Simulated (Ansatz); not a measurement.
**AlH₆NO₃: up Jacob's ladder to CCSD(T)**

The task here is to estimate one member of a computed series from the others.

Method: functionals in def2-TZVPP, the program's frozen cores in correlated methods; program: Ansatz 0.2.0, Gaussian basis.

Plan: LDA (SPW92), PBE-D4, revPBE-D4, BLYP-D4, r2SCAN-D4, B97M-V, PBE0-D4, B3LYP-D4, r2SCANh-D4, r2SCAN0-D4, HSE06-D4, BHLYP-D4, CAM-B3LYP-D4, LC-ωPBE, ωB97X-V, ωB97M-V, B2PLYP, PBE-QIDH; CCSD(T)/def2-SVP; CCSD(T)/def2-TZVPP; MP2/def2-QZVPP; extrapolation to the limit; RPA on PBE.

## The geometry

An earlier PBE0-D4 in a triple-zeta def2 set relaxation fixed the geometry.

SMILES `[NH3+][Al-]([OH])([OH])[OH]`, 11 atoms, charge 0, spin multiplicity 1.

Atoms are counted from 1 here; the program's logs count them from 0.

Bond lengths: N1–Al2 2.014 Å, N1–H6 1.014 Å, N1–H7 1.014 Å, N1–H8 1.014 Å, Al2–O3 1.723 Å, Al2–O4 1.723 Å, Al2–O5 1.723 Å, O3–H9 0.955 Å, O4–H10 0.955 Å, O5–H11 0.955 Å. Angles: Al2–N1–H6 110.0°, Al2–N1–H7 110.0°, Al2–N1–H8 110.0°, H6–N1–H7 108.9°, H6–N1–H8 108.9°, H7–N1–H8 108.9°, N1–Al2–O3 99.3°, N1–Al2–O4 99.4°, N1–Al2–O5 99.3°, O3–Al2–O4 117.4°, O3–Al2–O5 117.4°, O4–Al2–O5 117.4°, Al2–O3–H9 120.6°, Al2–O4–H10 120.6°, Al2–O5–H11 120.6°.

Coordinates:

| atom | x (Å) | y (Å) | z (Å) |
| --- | --- | --- | --- |
| N1 | -1.23254 | 0.53415 | 0.62384 |
| Al2 | 0.44478 | -0.19596 | -0.21886 |
| O3 | 1.54488 | 0.06049 | 1.08208 |
| O4 | 0.56048 | 0.85964 | -1.57540 |
| O5 | -0.07235 | -1.81256 | -0.51381 |
| H6 | -1.01251 | 0.97377 | 1.51119 |
| H7 | -1.89523 | -0.21704 | 0.78397 |
| H8 | -1.65692 | 1.22261 | 0.01152 |
| H9 | 2.05575 | -0.66427 | 1.43574 |
| H10 | 1.35351 | 1.36839 | -1.72874 |
| H11 | -0.02446 | -2.18614 | -1.39094 |

The first run:

in.yaml reads:

```yaml
crystal:
  periodic: [false, false, false]
  atoms:
    - {symbol: N, position_ang: [-1.232539, 0.534149, 0.623836]}
    - {symbol: Al, position_ang: [0.444782, -0.195961, -0.218857]}
    - {symbol: O, position_ang: [1.544884, 0.060492, 1.082080]}
    - {symbol: O, position_ang: [0.560482, 0.859645, -1.575397]}
    - {symbol: O, position_ang: [-0.072353, -1.812556, -0.513806]}
    - {symbol: H, position_ang: [-1.012514, 0.973773, 1.511190]}
    - {symbol: H, position_ang: [-1.895227, -0.217039, 0.783972]}
    - {symbol: H, position_ang: [-1.656917, 1.222611, 0.011519]}
    - {symbol: H, position_ang: [2.055755, -0.664271, 1.435742]}
    - {symbol: H, position_ang: [1.353508, 1.368394, -1.728740]}
    - {symbol: H, position_ang: [-0.024459, -2.186138, -1.390941]}
basis:
  gaussian: {orbitals: def2-TZVPP}
hamiltonian: {xc: lda}
output: {orbitals: {seedname: orbitals}}
```

Started as:

```bash
$ ansatz run in.yaml --threads 4 --pin off --events-out ev --progress --plain --max-ram 10444MiB
```

Steps of the session up to this table: LDA; PBE-D4 (GGA); revPBE-D4 (GGA); BLYP-D4 (GGA); r2SCAN-D4 (meta-GGA); B97M-V (meta-GGA); PBE0-D4 (hybrid); B3LYP-D4 (hybrid); r2SCANh-D4 (hybrid); r2SCAN0-D4 (hybrid); HSE06-D4 (hybrid); BHLYP-D4 (hybrid); CAM-B3LYP-D4 (range-separated); LC-ωPBE (range-separated); ωB97X-V (range-separated); ωB97M-V (range-separated); B2PLYP (double hybrid); PBE-QIDH (double hybrid).

One of the session's tables, all rows but one given; the rest of the session is left out.

| functional | HOMO (eV) | gap (eV) |
| --- | --- | --- |
| LDA (SPW92) | -6.32 | 5.50 |
| PBE-D4 | -6.12 | 5.40 |
| revPBE-D4 | -6.04 | 5.39 |
| BLYP-D4 | -6.03 | 5.26 |
| r2SCAN-D4 | -6.48 | 6.49 |
| B97M-V | -6.55 | 6.03 |
| PBE0-D4 | -7.81 | 7.94 |
| B3LYP-D4 | -7.55 | 7.29 |
| r2SCANh-D4 | -7.12 | 7.38 |
| r2SCAN0-D4 | -8.09 | 8.69 |
| HSE06-D4 | -7.40 | 7.16 |
| BHLYP-D4 | -9.47 | 10.18 |
| CAM-B3LYP-D4 | ? | ? |
| LC-ωPBE | -10.72 | 12.94 |
| ωB97X-V | -10.36 | 12.34 |
| ωB97M-V | -10.31 | 11.83 |

**Question.** Estimate the row for CAM-B3LYP-D4.

As computed: HOMO (eV): -9.34; gap (eV): 10.20. In the column «HOMO (eV)» it lies between BHLYP-D4 (-9.47) and r2SCAN0-D4 (-8.09).
